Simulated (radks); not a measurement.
# Ga³⁺ in [Ar] 3d10: an all-electron calculation

One table from this session's results is given with a row withheld; the runs are named, their logs left out.

The numbers are computed with radks (a radial shooting solver on a logarithmic mesh, Libxc functionals) version 1 (scalar-relativistic Kohn-Sham, BLYP, spin-unpolarised, spherical densities, point nucleus), except any that are marked as measured or tabulated.

**The atom as given**

| Item | Value |
| --- | --- |
| element | gallium (Z = 31) |
| charge | +3 |
| electrons | 28 |
| configuration | [Ar] 3d10 |

Outer shells as boxes (Hund's rule):

Ga³⁺
```
[Ar] core
3d [↑↓][↑↓][↑↓][↑↓][↑↓]
```

The first run:

Input:

```text
Z 31
configuration [Ar] 3d10
relativity scalar-relativistic
functional b88,lyp
spin unpolarised
nucleus point
c 137.035999084
```

One table of the session follows, with a row left open; its other results are not shown here.

It belongs to the step «Orbitals and density». From the orbitals of this run (lengths in bohr):

```
level      <r>  outermost maximum (interpolated)  90 % within  nodes
   1s  0.04860                            0.0318       0.0868      0
   2s   0.2178                             0.182        0.337      1
   2p   0.1907                             0.146        0.312      0
   3s        ?                                 ?            ?      ?
   3p   0.6787                             0.567         1.05      1
   3d   0.7888                             0.532         1.35      0
```

Q: Estimate the row for 3s from the others.

The run gave: <r>: 0.6519; outermost maximum (interpolated): 0.564; 90 % within: 0.977; nodes: 2. In the column «<r>» it lies between 2s (0.2178) and 3p (0.6787).
